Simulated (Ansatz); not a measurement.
# AlBFH₃Si: small, medium and large basis sets

One table from this session's results is given with a row withheld; the runs are named, their logs left out.

Computed with Ansatz 0.2.0, Gaussian basis. Level: one geometry, several basis sets.

The runs, in order: PBE0-D4/def2-SVP; ωB97M-V/def2-SVP; PBE0-D4/def2-QZVPP; ωB97M-V/def2-QZVPP; the functionals' def2-TZVPP values are taken from earlier runs.

1 further run of the same task is left out (it didn't finish).

### The relaxed structure

All runs share one geometry, relaxed beforehand with PBE0-D4 in a triple-zeta def2 set.

SMILES `F[B]1[AlH][SiH2]1`, 7 atoms, charge 0, spin multiplicity 1.

Atoms are counted from 1 here; the program's logs count them from 0.

Bond lengths: F1–B2 1.319 Å, B2–Al3 2.064 Å, B2–Si4 1.923 Å, Al3–Si4 2.427 Å, Al3–H5 1.586 Å, Si4–H6 1.498 Å, Si4–H7 1.567 Å. Angles: F1–B2–Al3 142.4°, F1–B2–Si4 138.2°, Al3–B2–Si4 74.9°, B2–Al3–Si4 49.9°, B2–Al3–H5 167.3°, Si4–Al3–H5 140.1°, B2–Si4–Al3 55.2°, B2–Si4–H6 149.6°, B2–Si4–H7 94.2°, Al3–Si4–H6 150.8°, Al3–Si4–H7 49.6°, H6–Si4–H7 102.6°.

The first run:

File in.yaml:

```yaml
crystal:
  periodic: [false, false, false]
  atoms:
    - {symbol: F, position_ang: [-0.934892, -2.248940, 0.983232]}
    - {symbol: B, position_ang: [-0.443304, -1.173100, 0.399357]}
    - {symbol: Al, position_ang: [1.332731, -0.212222, -0.026755]}
    - {symbol: Si, position_ang: [-0.916510, 0.676590, 0.171361]}
    - {symbol: H, position_ang: [2.776122, 0.225591, -0.517327]}
    - {symbol: H, position_ang: [-1.944944, 1.717237, -0.152014]}
    - {symbol: H, position_ang: [0.191998, 0.946845, -0.903454]}
basis:
  gaussian: {orbitals: def2-SVP}
hamiltonian: {xc: pbe0, dispersion: d4}
output: {orbitals: {seedname: orbitals}}
```

Command:

```console
$ ansatz run in.yaml --threads 2 --pin off --events-out ev --progress --plain --max-ram 4352MiB
```

Steps of the session up to this table: PBE0-D4 in def2-SVP; ωB97M-V in def2-SVP; PBE0-D4 in def2-QZVPP; ωB97M-V in def2-QZVPP.

One table of the session follows, with a row left open; its other results are not shown here.

It belongs to the step «Density functionals: the series». 

| functional | basis | HOMO (eV) | LUMO (eV) |
| --- | --- | --- | --- |
| PBE0-D4 | def2-SVP | -6.44 | -1.55 |
| PBE0-D4 | def2-TZVPP | -6.44 | -1.59 |
| PBE0-D4 | def2-QZVPP | ? | ? |
| ωB97M-V | def2-SVP | -8.22 | 0.22 |
| ωB97M-V | def2-TZVPP | -8.26 | 0.12 |
| ωB97M-V | def2-QZVPP | -8.27 | 0.01 |

Q: Estimate the row for PBE0-D4, def2-QZVPP from the others.

The run gave: HOMO (eV): -6.44; LUMO (eV): -1.61.
